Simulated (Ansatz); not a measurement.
Crystal: LaSb.

```
La Sb
1.0
     0.00000    3.24500    3.24500
     3.24500    0.00000    3.24500
     3.24500    3.24500    0.00000
La Sb
1 1
Direct
  0.00000 0.00000 0.00000
  0.50000 0.50000 0.50000
```

| Quantity | Value |
| --- | --- |
| Program | Ansatz 0.2.0 |
| Task | relaxation of cell and atoms |
| Functional | revPBE |
| Dispersion | D3(BJ) |
| Potentials or basis | Ansatz PAW |
| Cutoff | 420 eV (not typed: the program's choice for these potentials) |
| k mesh | 7 × 7 × 7 |
| Occupations | fermi-dirac, width 0.05 eV |
| Spin | no spin polarisation |

At the start: volume 34.17 Å³/atom.

Q: Where does the relaxation end?

A: It ends after 4 steps and the volume is 33.41 Å³/atom (-2.2 %); space group Fm-3m (No. 225, to 0.05 Å).

Step by step:
```csv
step,energy change (eV),largest force (eV/Å),volume (Å³)
1,0.0000,0.0000,68.34
2,-0.0039,0.0000,65.78
3,-0.0065,0.0000,66.81
4,-0.0063,0.0000,66.81
```

Final structure:
```
La Sb
1.0
     0.00000    3.22061    3.22061
     3.22061    0.00000    3.22061
     3.22061    3.22061    0.00000
La Sb
1 1
Direct
  0.00000 0.00000 0.00000
  0.50000 0.50000 0.50000
```

Caveat: the plane-wave basis is chosen anew once the cell has moved, so the energies of steps on either side of that aren't comparable; the PAW data sets come from PBE, with cores solved anew for the run's functional, which leaves a small shift of forces and pressure.
